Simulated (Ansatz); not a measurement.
# Br started on an O site and a Si vacancy in alpha-quartz SiO2, 17 atoms, charge 0

Aim: a base single point, then the same cell under other settings, to see what each one moves.

Method: density functional theory in Ansatz 0.2.0, PAW datasets, plane waves.

2 further runs of the same task are left out: 2 that didn't finish.

## 1. The starting cell

17 atoms (5 Si, 11 O, 1 Br); a = 9.902 Å, b = 4.951 Å, c = 5.443 Å, α = 90.00°, β = 90.00°, γ = 120.00°. All atoms were shaken off their sites by about 0.04 Å along each axis. Defect site 1: (0.573, 0.734, 0.453). Defect site 2: (0.735, 0.000, 0.333). Starting moments add up to 3 μB.

## 2. PBEsol single point

File in.yaml:

```yaml
crystal:
  lattice:
    - [9.901639, 0.000000, 0.000000]
    - [-2.475410, 4.287535, 0.000000]
    - [0.000000, 0.000000, 5.442940]
  atoms:
    - { symbol: Si, position: [0.229954, 0.997485, 0.326789] }
    - { symbol: Si, position: [0.004910, 0.477678, 0.660697] }
    - { symbol: Si, position: [0.492980, 0.475412, 0.669829], spin: 0.6 }
    - { symbol: Si, position: [0.271298, 0.536844, 0.005932] }
    - { symbol: Si, position: [0.768884, 0.535471, 0.999382] }
    - { symbol: O, position: [0.212412, 0.275011, 0.210030] }
    - { symbol: O, position: [0.706311, 0.269175, 0.220608], spin: 0.6 }
    - { symbol: O, position: [0.370921, 0.149921, 0.539886] }
    - { symbol: O, position: [0.861388, 0.126762, 0.549071], spin: 0.6 }
    - { symbol: O, position: [0.432824, 0.588588, 0.879195] }
    - { symbol: O, position: [0.927296, 0.593508, 0.883105] }
    - { symbol: O, position: [0.138701, 0.409359, 0.790224] }
    - { symbol: O, position: [0.625592, 0.395263, 0.793016] }
    - { symbol: O, position: [0.060874, 0.727263, 0.450626] }
    - { symbol: O, position: [0.288908, 0.852195, 0.116156] }
    - { symbol: O, position: [0.791008, 0.860371, 0.119926], spin: 0.6 }
    - { symbol: Br, position: [0.586305, 0.748787, 0.455952], spin: 0.6 }
kpoints:
  mp_grid: { grid: [2, 2, 2], shift: [0.5, 0.5, 0.5] }
hamiltonian:
  xc: pbesol
magnetization:
  spin_polarized: true
scf:
  occupations: { method: fermi_dirac, width: 0.01 }
output:
  forces: true
  eigenvalues: true
  stress: true
  populations: true
```

On the command line:

```bash
$ ansatz run in.yaml --threads 8 --pin off --max-ram 13300MiB --runs-dir r --events-out ev --progress --plain
```

## 3. Run again with mixer anderson, occupations Methfessel–Paxton

in.yaml: that of step 2 with these lines changed.

```diff
@@ -30,3 +30,5 @@
 scf:
-  occupations: { method: fermi_dirac, width: 0.01 }
+  occupations: { method: methfessel_paxton, width: 0.01 }
+  max_iter: 50
+  mixing: { algorithm: anderson }
 output:
@@ -35,2 +37,5 @@
   stress: true
-  populations: true
+  write_density: true
+  write_potential: true
+  elf: true
+  volumetric_format: npy
```

## 4. Run again with mixing beta 0.1, xc grid 1

in.yaml: that of step 3 with these lines changed.

```diff
@@ -25,2 +25,3 @@
   mp_grid: { grid: [2, 2, 2], shift: [0.5, 0.5, 0.5] }
+basis: { xc_grid: 1 }
 hamiltonian:
@@ -30,5 +31,5 @@
 scf:
-  occupations: { method: methfessel_paxton, width: 0.01 }
-  max_iter: 50
-  mixing: { algorithm: anderson }
+  occupations: { method: fermi_dirac, width: 0.01 }
+  max_iter: 60
+  mixing: { beta: 0.1 }
 output:
@@ -37,5 +38 @@
   stress: true
-  write_density: true
-  write_potential: true
-  elf: true
-  volumetric_format: npy
```

## 5. Run again with density threshold 1e-05 eV, mixer anderson

in.yaml: that of step 4 with these lines changed.

```diff
@@ -25,3 +25,2 @@
   mp_grid: { grid: [2, 2, 2], shift: [0.5, 0.5, 0.5] }
-basis: { xc_grid: 1 }
 hamiltonian:
@@ -32,4 +31,5 @@
   occupations: { method: fermi_dirac, width: 0.01 }
-  max_iter: 60
-  mixing: { beta: 0.1 }
+  max_iter: 100
+  convergence: { dr2_threshold: 1e-05 }
+  mixing: { algorithm: anderson }
 output:
```

## 6. Changed settings: cutoff 350 eV, mixer anderson

in.yaml: that of step 5 with these lines changed.

```diff
@@ -25,2 +25,3 @@
   mp_grid: { grid: [2, 2, 2], shift: [0.5, 0.5, 0.5] }
+basis: { ecutwfc: 350 }
 hamiltonian:
@@ -31,4 +32,3 @@
   occupations: { method: fermi_dirac, width: 0.01 }
-  max_iter: 100
-  convergence: { dr2_threshold: 1e-05 }
+  max_iter: 60
   mixing: { algorithm: anderson }
```

**Question.** What will these runs give? Wanted: for each run, settings; status; energy from base; forces from base.

As calculated:

| settings | status | cycles | time | energy from base (meV/atom) | forces from base (eV/Å rms) | filled to empty level on the mesh (eV) |
| --- | --- | --- | --- | --- | --- | --- |
| base | converged | 22 | 4.3 s (8 CPU threads) | 0 | 0 | 0.18 |
| mixer anderson, occupations Methfessel–Paxton | converged | 23 | 4.3 s (8 CPU threads) | 0.0 | 0.000 | 0.18 |
| mixing beta 0.1, xc grid 1 | converged | 26 | 4.3 s (8 CPU threads) | 0.0 | 0.000 | 0.18 |
| density threshold 1e-05 eV, mixer anderson | converged | 20 | 3.7 s (8 CPU threads) | 0.0 | 0.000 | 0.18 |
| cutoff 350 eV, mixer anderson | converged, settings too loose | 23 | 2.9 s (8 CPU threads) | +58.9 | 0.006 | 0.18 |

**What this shows.** Among these variants the forces move most with cutoff 350 eV, mixer anderson (0.006 eV/Å rms).
